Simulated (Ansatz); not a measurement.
# CH₅GeNO₂: up Jacob's ladder to CCSD(T)

An exercise on one series of results from a longer session: the logs are not shown, and one member is left open.

The runs use Ansatz 0.2.0, Gaussian basis; functionals in def2-TZVPP, the program's frozen cores in correlated methods.

Plan: LDA (SPW92), PBE-D4, revPBE-D4, BLYP-D4, r2SCAN-D4, B97M-V, PBE0-D4, B3LYP-D4, r2SCANh-D4, r2SCAN0-D4, HSE06-D4, BHLYP-D4, CAM-B3LYP-D4, LC-ωPBE, ωB97X-V, ωB97M-V, B2PLYP, PBE-QIDH; CCSD(T)/def2-SVP; CCSD(T)/def2-TZVPP; MP2/def2-QZVPP; extrapolation to the limit; RPA on PBE.

### The geometry

An earlier PBE0-D4 in a triple-zeta def2 set relaxation fixed the geometry.

SMILES `NC(=O)[O][GeH3]`, 10 atoms, charge 0, spin multiplicity 1.

Atoms are counted from 1 here; the program's logs count them from 0.

Bond lengths: N1–C2 1.350 Å, N1–H6 1.002 Å, N1–H7 1.002 Å, C2–O3 1.215 Å, C2–O4 1.334 Å, O4–Ge5 1.828 Å, Ge5–H8 1.529 Å, Ge5–H9 1.529 Å, Ge5–H10 1.535 Å. Angles: C2–N1–H6 118.6°, C2–N1–H7 120.8°, H6–N1–H7 120.6°, N1–C2–O3 124.6°, N1–C2–O4 112.6°, O3–C2–O4 122.8°, C2–O4–Ge5 111.7°, O4–Ge5–H8 109.4°, O4–Ge5–H9 109.4°, O4–Ge5–H10 99.9°, H8–Ge5–H9 113.9°, H8–Ge5–H10 111.7°, H9–Ge5–H10 111.7°.

Set-up of the first run:

Input file in.yaml:

```yaml
crystal:
  periodic: [false, false, false]
  atoms:
    - {symbol: N, position_ang: [-0.629640, 1.167764, -1.614927]}
    - {symbol: C, position_ang: [-0.514956, 0.258745, -0.623589]}
    - {symbol: O, position_ang: [-1.352678, -0.580598, -0.357789]}
    - {symbol: O, position_ang: [0.632314, 0.373094, 0.046465]}
    - {symbol: Ge, position_ang: [0.765683, -0.872288, 1.378454]}
    - {symbol: H, position_ang: [-1.466328, 1.173239, -2.165890]}
    - {symbol: H, position_ang: [0.089544, 1.847127, -1.772812]}
    - {symbol: H, position_ang: [0.766240, -2.272583, 0.765358]}
    - {symbol: H, position_ang: [-0.348983, -0.644340, 2.399409]}
    - {symbol: H, position_ang: [2.141904, -0.501358, 1.948322]}
basis:
  gaussian: {orbitals: def2-TZVPP}
hamiltonian: {xc: lda}
output: {orbitals: {seedname: orbitals}}
```

Among the steps run: LDA; PBE-D4 (GGA); revPBE-D4 (GGA); BLYP-D4 (GGA); r2SCAN-D4 (meta-GGA); B97M-V (meta-GGA); PBE0-D4 (hybrid); B3LYP-D4 (hybrid); r2SCANh-D4 (hybrid); r2SCAN0-D4 (hybrid); HSE06-D4 (hybrid); BHLYP-D4 (hybrid); CAM-B3LYP-D4 (range-separated); LC-ωPBE (range-separated); ωB97X-V (range-separated); ωB97M-V (range-separated); B2PLYP (double hybrid); PBE-QIDH (double hybrid).

One table of the session follows, with a row left open; its other results are not shown here.

It belongs to the step «Orbital energies across the functionals». 

| functional | HOMO (eV) | gap (eV) |
| --- | --- | --- |
| LDA (SPW92) | -6.53 | 5.63 |
| PBE-D4 | -6.31 | 5.68 |
| revPBE-D4 | -6.23 | 5.72 |
| BLYP-D4 | -6.22 | 5.65 |
| r2SCAN-D4 | -6.66 | 6.42 |
| B97M-V | ? | ? |
| PBE0-D4 | -8.01 | 8.24 |
| B3LYP-D4 | -7.74 | 7.70 |
| r2SCANh-D4 | -7.30 | 7.35 |
| r2SCAN0-D4 | -8.27 | 8.74 |
| HSE06-D4 | -7.60 | 7.46 |
| BHLYP-D4 | -9.44 | 10.47 |
| CAM-B3LYP-D4 | -9.50 | 10.66 |
| LC-ωPBE | -10.85 | 13.29 |
| ωB97X-V | -10.50 | 12.75 |
| ωB97M-V | -10.42 | 12.36 |

Q: Estimate the row for B97M-V from the others.

**Answer.** HOMO (eV): -6.80; gap (eV): 6.36. In the column «HOMO (eV)» it lies between r2SCANh-D4 (-7.30) and r2SCAN-D4 (-6.66).
